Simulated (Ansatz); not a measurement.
This script makes an atomisation energy of C2H4BN, SMILES C#CBN with Ansatz 0.2.0 through its Python package.

The script, `run_tae.py`:
```python
# -*- coding: utf-8 -*-
"""Energy to split C2H4BN into its atoms."""

from collections import Counter

import ansatz as az

BASIS = "def2-TZVP"
XC = "B3LYP"


def energy_of(molecule, charge=0, unpaired=0):
    calc = molecule.calculation().basis(gaussian=BASIS).functional(XC)
    if charge:
        calc = calc.charge(charge)
    if unpaired:
        calc = calc.spin("collinear", total=unpaired)
    report = calc.run(threads=1, backend="cpu").report
    if report["published_state_doubts"]:
        print("  doubts:", report["published_state_doubts"])
    return report["free_energy_ev"]

GEOMETRY = """
C    -0.29630    1.83730   -0.93150
C    -0.05500    0.96620   -0.21430
B     0.28980   -0.19430    0.70290
N    -0.14820   -1.58660    0.46750
H    -0.60040    2.67680   -1.60180
H     1.02810    0.01980    1.64140
H     0.62700   -2.21230    0.29180
H    -0.75290   -1.56390   -0.41180
"""


def main():
    geometry = az.Crystal.molecule()
    for line in GEOMETRY.strip().splitlines():
        symbol, *xyz = line.split()
        geometry = geometry.atom(symbol, [float(v) for v in xyz])

    # unpaired electrons of the ground-state atoms
    unpaired = {"C": 2, "B": 1, "N": 3, "H": 1}
    counts = Counter(site.symbol for site in geometry.cartesian_sites)
    atom_energy = {s: energy_of(az.Crystal.molecule().atom(s, (0, 0, 0)), 0, unpaired[s]) for s in counts}
    whole = energy_of(geometry, 0, 0)
    for s, e in atom_energy.items():
        print(f"{s:2s} x{counts[s]}  {e:14.5f} eV")
    print(f"C2H4BN: {whole:.5f} eV")
    split = sum(counts[s] * e for s, e in atom_energy.items()) - whole
    print(f"atomisation energy (no zero-point term): {96.485332 * split:.1f} kJ/mol, {split / sum(counts.values()):.3f} eV an atom")


if __name__ == "__main__":
    main()
```

What does it cost to take this molecule apart into atoms?

3279.8 kJ/mol from the electronic energies, without the zero-point term.

The output:

Running `python run_tae.py` prints:
```text
C  x2     -1030.20887 eV
B  x1      -671.13944 eV
N  x1     -1485.84985 eV
H  x4       -13.66431 eV
C2H4BN: -4306.05651 eV
atomisation energy (no zero-point term): 3279.8 kJ/mol, 4.249 eV an atom
```

Total energies depend on the basis set; only differences at equal settings carry meaning. The geometry is a force-field or estimated start, not a minimum of this method, and the basis set is short of its limit. All parts are taken at fixed geometry, without zero-point energy. b3lyp holds the VWN-RPA fit, as in Gaussian; the form of ORCA and Turbomole is b3lyp5. Run time: 4.3 s on 1 thread of Arm Neoverse V2, on a shared host, peak memory 0.28 GiB.
